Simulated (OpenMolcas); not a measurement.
**Pm⁴⁺: CASSCF terms and fine-structure levels**

Wanted: the level scheme of Pm⁴⁺ from active-space wave functions.

Program: OpenMolcas 26.06. Level of theory: state-averaged CASSCF, spin-orbit coupling by RASSI with atomic mean-field integrals. These are calculated values, not measurements, unless marked.

1 further run of the same task is left out (it didn't finish).

## (1) What is computed

- Species: Pm⁴⁺ (promethium, Z = 61, 57 electrons)
- Basis: ANO-RCC-VQZP [9s8p6d4f3g2h], 140 functions
- Scalar Hamiltonian: DKH2, point nucleus
- Inactive shells: 1s 2s 2p 3s 3p 3d 4s 4p 4d 5s 5p
- Active space: 3 electrons in 14 orbitals (4f 5f)
- Some configurations of this space: 4f3
- Orbitals: optimised for each spin and parity, averaged over all roots

The outer shells:

4f3
```
4f [↑ ][↑ ][↑ ][  ][  ][  ][  ]
```

The work runs as a chain of OpenMolcas steps in one folder; each step below is one input file. Labels, J, g values, rates, χT and fits are worked out afterwards by a script from the matrices that RASSI stores.

## (2) Basis and integrals

a.inp

```
&GATEWAY
Coord
1

Pm 0.0 0.0 0.0
Basis=ANO-RCC-VQZP
Group=XYZ
NoMove
AngMom=0.0 0.0 0.0
AMFI
&SEWARD
```

Command:

```bash
OMP_NUM_THREADS=1 MOLCAS_MEM=2252 MOLCAS_PROJECT=a pymolcas a.inp > a.log
```

## (3) Start orbitals from a smaller active space

a.inp

```
&RASSCF
FileOrb=start.orb
Symmetry=2
Spin=4
nActEl=3 0 0
Inactive=15 12
Ras2=0 7
CIRoot=35 35 1
SDav=35
CIMx=300
Iter=120 100
PrWF=0.3
OrbListing=Nothing
MaxOrb=0
Atom
>>> COPY $Project.JobIph JOBPRE
```

## (4) CASSCF: quartets of odd parity, 30 roots

a.inp

```
&RASSCF
FileOrb=start.orb
Symmetry=2
Spin=4
nActEl=3 0 0
Inactive=15 12
Ras2=0 14
CIRoot=30 30 1
SDav=364
CIMx=300
Iter=120 100
PrWF=0.3
OrbListing=Nothing
MaxOrb=0
Atom
>>> COPY $Project.JobIph JOB001
```

## (5) Reference wave functions, doublets of odd parity, 43 roots

a.inp

```
&RASSCF
FileOrb=start.orb
Symmetry=2
Spin=2
nActEl=3 0 0
Inactive=15 12
Ras2=0 14
CIRoot=43 43 1
SDav=910
CIMx=300
Iter=120 100
PrWF=0.3
OrbListing=Nothing
MaxOrb=0
Atom
>>> COPY $Project.JobIph JOB002
```

## (6) RASSI: spin-orbit coupling between the states

a.inp

```
&RASSI
NrOfJobIphs=2 30 43
1 2 3 4 5 6 7 8 9 10 11 12 13 14 15 16 17 18 19 20 21 22 23 24 25 26 27
28 29 30
1 2 3 4 5 6 7 8 9 10 11 12 13 14 15 16 17 18 19 20 21 22 23 24 25 26 27
28 29 30 31 32 33 34 35 36 37 38 39 40 41 42 43
IphNames
JOB001
JOB002
EJob
SpinOrbit
DIPRint=1.0
SOCoupling=1000.0
Subsets=2
MEES
Property=10
'ANGMOM' 1 'ANGMOM' 2 'ANGMOM' 3 'MLTPL  1' 1 'MLTPL  1' 2 'MLTPL  1' 3
'AMFI' 1 'AMFI' 2 'AMFI' 3 'MLTPL  2' 6
SOProperty=3
'ANGMOM' 1 'ANGMOM' 2 'ANGMOM' 3
```

Q: Predict the outcome of this session. Wanted: lowest level; first excited level; lowest level of another term; spin-orbit lowering of the lowest level; strongest of the lines computed, by gA.

As calculated:

| quantity | value |
| --- | --- |
| method | CASSCF |
| lowest level | 4f3 4I* 9/2, 97 % of that term, g = 0.732 |
| ground level listed by NIST | 4I°9/2 |
| first excited level | 4f3 4I* 11/2 at 0.3211 eV |
| lowest level of another term | 4f3 2H* 9/2 at 2.1749 eV |
| spin-orbit lowering of the lowest level | 0.5985 eV |
| strongest of the lines computed, by gA (one parity, so forbidden lines), at CASSCF energies | 4f3 2K* 15/2 → 4f3 4I* 15/2, 458.5 nm, A = 3.89e+00 s⁻¹ |

The multiplet 4I* is regular; its intervals divided by the larger J differ by 21 % of their mean, where Landé's rule for pure LS coupling makes them equal. Only the configurations of the active space and the roots asked for are present. Not all states of the active space went into the spin-orbit step. High states of lower spin are left out of the spin-orbit mixing, and CASSCF puts spin-flip levels too high. The levels of the extra active shells were not computed. Levels of other configurations are missing from the list.
